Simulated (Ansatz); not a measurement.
BClFGeH₃, SMILES F[B](Cl)[GeH3], a rigid scan of one bond length

Run with Ansatz 0.2.0 through its Python package.

Script `bclfgeh3_scan.py`:
```python
"""Potential curve of BClFGeH3 along one bond."""

import ansatz as az
import numpy as np

GEOMETRY = """
F     1.62260   -1.64820    0.32800
B     0.24910   -1.03330    0.42300
Cl   -1.12190   -1.95930    1.26350
Ge   -0.05080    0.80040   -0.36420
H     1.16670    1.34010   -1.03290
H    -0.59200    1.76330    0.76380
H    -1.21250    0.66890   -1.42690
"""


def main() -> None:
    bclfgeh3 = az.Crystal.molecule()
    for line in GEOMETRY.strip().splitlines():
        symbol, *xyz = line.split()
        bclfgeh3 = bclfgeh3.atom(symbol, [float(v) for v in xyz])

    symbols = [site.symbol for site in bclfgeh3.cartesian_sites]
    start = np.array([site.position_ang for site in bclfgeh3.cartesian_sites])
    axis = (start[6] - start[3]) / np.linalg.norm(start[6] - start[3])
    moving = [6]
    lengths, energies = [1.39, 1.454, 1.517, 1.58, 1.643, 1.706, 1.77, 1.864], []
    for length in lengths:
        xyz = start.copy()
        xyz[moving] += (length - np.linalg.norm(start[6] - start[3])) * axis
        point = az.Crystal.molecule()
        for symbol, place in zip(symbols, xyz):
            point = point.atom(symbol, place.tolist())
        base = point.calculation().basis(gaussian="def2-SVP").functional("r2scan0")
        report = base.run().report
        energies.append(report["free_energy_ev"])
        print(f"r = {length:6.3f} A  E = {energies[-1]:.5f} eV  <S^2> = {abs(report['mean_field']['state']['spin_squared']):.3f}")

    # quartic fit about the minimum
    fit = np.polynomial.Polynomial.fit(lengths, np.array(energies) - min(energies), 4).convert()
    roots = [r.real for r in fit.deriv().roots() if abs(r.imag) < 1e-9 and fit.deriv(2)(r.real) > 0]
    r_e = min(roots, key=lambda r: abs(r - lengths[int(np.argmin(energies))]))
    print(f"minimum of the fit at {r_e:.4f} A, force constant {fit.deriv(2)(r_e):.2f} eV/A^2")


if __name__ == "__main__":
    main()
```

`python bclfgeh3_scan.py` gives:
```text
r =  1.390 A  E = -72467.04026 eV  <S^2> = 0.000
r =  1.454 A  E = -72467.19921 eV  <S^2> = 0.000
r =  1.517 A  E = -72467.25690 eV  <S^2> = 0.000
r =  1.580 A  E = -72467.23969 eV  <S^2> = 0.000
r =  1.643 A  E = -72467.16561 eV  <S^2> = 0.000
r =  1.706 A  E = -72467.04882 eV  <S^2> = 0.000
r =  1.770 A  E = -72466.89788 eV  <S^2> = 0.000
r =  1.864 A  E = -72466.63571 eV  <S^2> = 0.000
minimum of the fit at 1.5319 A, force constant 17.77 eV/A^2
```

Notes:
- Total energies depend on the basis set; only differences at equal settings carry meaning.
- The rest of the molecule is held rigid at a force-field or estimated start geometry, and the basis set is modest; single-reference methods fail as a bond breaks.
- The orbitals are restricted, so S² is zero by construction.
- Wall time of the script: 41 s on 1 thread of Intel(R) Xeon(R) Platinum 8259CL CPU @ 2.50GHz (Skylake/Cascade Lake), with other jobs on the host, peak memory 0.28 GiB.
